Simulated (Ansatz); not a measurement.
Write a Python script for the Ansatz DFT code, driven from Python that makes harmonic frequencies at the relaxed geometry of H4O2SSn, SMILES [OH][SnH]([OH])[SH]. Level of theory (for the species named): CAM-B3LYP, def2-SVP basis, multiplicity 1.

```xyz
8

O    -0.8212    1.1999   -1.0697
Sn    0.1629    0.4081    0.3855
O     1.9683    0.0136   -0.2596
S    -0.8377   -1.6303    1.0598
H    -1.7938    1.2850   -0.7519
H     0.2411    1.5261    1.7454
H     1.9040   -0.6801   -0.9368
H    -0.7315   -2.1792   -0.2286
```

`h4o2ssn.py`
```python
import ansatz as az
import numpy as np


def main() -> None:
    geometry = (
        az.Crystal.molecule()
        .atom("O", (-0.8212, 1.1999, -1.0697))
        .atom("Sn", (0.1629, 0.4081, 0.3855))
        .atom("O", (1.9683, 0.0136, -0.2596))
        .atom("S", (-0.8377, -1.6303, 1.0598))
        .atom("H", (-1.7938, 1.285, -0.7519))
        .atom("H", (0.2411, 1.5261, 1.7454))
        .atom("H", (1.904, -0.6801, -0.9368))
        .atom("H", (-0.7315, -2.1792, -0.2286))
    )

    setup = geometry.calculation()
    setup = setup.basis(gaussian="def2-SVP")
    setup = setup.functional("cam_b3lyp")
    symbols = [site.symbol for site in geometry.cartesian_sites]
    start = np.array([site.position_ang for site in geometry.cartesian_sites], dtype=float)
    summary = setup.relax(force_tolerance=0.003).run(threads=1).report
    end = np.array(summary["positions_ang"])

    print("final positions (A) and the move of each atom")
    for symbol, xyz, old in zip(symbols, end, start):
        print(f"{symbol:2s} {xyz[0]:10.5f} {xyz[1]:10.5f} {xyz[2]:10.5f}   {np.linalg.norm(xyz - old):7.4f}")

    minimum = az.Crystal.molecule()
    for symbol, place in zip(symbols, end):
        minimum = minimum.atom(symbol, place.tolist())
    vibrating = minimum.calculation()
    vibrating = vibrating.basis(gaussian="def2-SVP").functional("cam_b3lyp")
    vibrating = vibrating.phonons(temperatures=(100, 500, 100))
    vib = vibrating.run(threads=1).report["vibrations"]
    sums = vib["harmonic_sums"]
    modes = [m["omega_inv_cm"] for m in sums["modes_at_gamma"] if m["rigid_motion"] == "no"]
    print("frequencies (1/cm):", " ".join(f"{w:.0f}" for w in modes))
    print("imaginary modes:", sum(w < 0 for w in modes), " zero-point energy:", round(sums["zero_point_energy_ev"], 4), "eV")
    print("T (K)   F_vib (eV)   S_vib (meV/K)   C_vib (meV/K)")
    for row in zip(sums["temperatures_k"], sums["vibrational_free_energy_ev"], vib["entropy_ev_per_k"], vib["heat_capacity_ev_per_k"]):
        print(f"{row[0]:6.1f} {row[1]:11.4f} {1000 * row[2]:13.4f} {1000 * row[3]:15.4f}")

    heavier = vibrating.phonons(masses={"H": 2.014102}).run(threads=1).report["vibrations"]["harmonic_sums"]
    print("deuterated (1/cm):", " ".join(f"{m['omega_inv_cm']:.0f}" for m in heavier["modes_at_gamma"] if m["rigid_motion"] == "no"))
    print("zero-point energy falls by", round(sums["zero_point_energy_ev"] - heavier["zero_point_energy_ev"], 4), "eV")


if __name__ == "__main__":
    main()
```

```console
$ python h4o2ssn.py
final positions (A) and the move of each atom
O    -0.95782    1.52342   -0.76209    0.4669
Sn    0.03499    0.34787    0.47106    0.1653
O     1.52328   -0.49421   -0.51898    0.7233
S    -1.22269   -1.60208    1.08270    0.3867
H    -1.50519    1.03933   -1.39369    0.7453
H     0.53931    1.37393    1.72921    0.3352
H     2.05838    0.12846   -1.02757    0.8282
H    -0.37817   -2.37362    0.36346    0.7164
frequencies (1/cm): 100 127 150 191 202 277 371 547 594 638 647 728 822 844 1991 2710 3870 3871
imaginary modes: 0  zero-point energy: 1.158 eV
T (K)   F_vib (eV)   S_vib (meV/K)   C_vib (meV/K)
 100.0      1.1518        0.1952          0.3334
 200.0      1.1159        0.5173          0.6141
 300.0      1.0494        0.8075          0.8173
 400.0      0.9556        1.0619          0.9482
 500.0      0.8381        1.2833          1.0339
deuterated (1/cm): 77 118 132 144 181 222 364 394 428 533 600 614 637 648 1414 1946 2818 2819
zero-point energy falls by 0.2847 eV
```

Caveats:
- The frequencies are harmonic and unscaled, in a modest basis. The result belongs to the one conformer reached from this start, and soft torsions count as harmonic oscillators.
- def2 sets replace the cores of elements past krypton by effective core potentials.
- The whole script took 9.5 min on 1 thread of Arm Neoverse V1, with other jobs on the host, peak memory 0.32 GiB.
